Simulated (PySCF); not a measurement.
# C₅H₈B₂S: electronic excitations

Aim: predict the electronic excitations of C₅H₈B₂S (`BSB/C(C)=C\C#C`).

The runs use PySCF 2.14.0, with density-fitted response routines of our own; the level of theory stands in each step. All values are computed, except where a source is named. Atoms are numbered from 0 throughout.

## Step 1: Starting geometry

16 atoms, charge 0, multiplicity 1; geometry from: GFN2-xTB.

Bonds of the start (Å): B0–S1 1.77, S1–B2 1.80, B2–C3 1.54, C3–C4 1.50, C3–C5 1.35, C5–C6 1.40, C6–C7 1.20, B0–H8 1.17, B0–H9 1.17, B2–H10 1.17, C4–H11 1.09, C4–H12 1.09, C4–H13 1.09, C5–H14 1.09, C7–H15 1.05.

## Step 2: Excited states and response: PBE0/def2-SVPD

What the job is given:

```
{"job": {"kind": "uv", "xc": "PBE0", "basis": "def2-SVPD", "nstates": 8, "ntriplets": 3}, "charge": 0, "multiplicity": 1}
B      2.867480    -1.835197     0.814264
S      1.226716    -1.968467     0.173696
B      0.577591    -0.285634     0.184404
C     -0.858215    -0.023707    -0.319325
C     -1.709299    -1.172541    -0.781090
C     -1.380024     1.223956    -0.357315
C     -0.714086     2.393367     0.041236
C     -0.202182     3.432403     0.366191
H      3.297234    -0.798982     1.137100
H      3.489318    -2.819440     0.898570
H      1.259540     0.580203     0.573231
H     -1.844977    -1.881590     0.034534
H     -2.686069    -0.842186    -1.129463
H     -1.205774    -1.706992    -1.585278
H     -2.391712     1.388850    -0.718314
H      0.266861     4.324901     0.656150
```

With the program's defaults for keys left out, this is: TDDFT PBE0/def2-SVPD, vertical, gas phase, core orbitals frozen in the response.

Run with:

```console
OMP_NUM_THREADS=1 python probes_run.py task.json out
```

The driver reads the jobs from task.json and runs them one after another.

What will the session give for the following? lowest singlet (PBE0/def2-SVPD); lowest triplet; surface potential, 1st and 99th percentile. Wanted: lowest singlet; lowest triplet; surface potential, 1st and 99th percentile.

**Answer**, as computed:

```
                             quantity                        value
      lowest singlet (PBE0/def2-SVPD)  4.01 eV (309 nm), f = 0.326
                       lowest triplet                      2.57 eV
surface potential, 1st and 99th percentile           -0.62 V and 1.45 V
```

In words: The first singlet state (HOMO→LUMO 0.97) lies at 4.01 eV and is bright. The lowest triplet lies 1.44 eV below the lowest singlet (triplets in Tamm-Dancoff, singlets in full TDDFT). By nearest atom (PBE0/def2-SVPD), the HOMO sits on C3, C7 about 25 % each; C5, C6 about 14 % each and the LUMO on B2 29 %; C5 16 %.
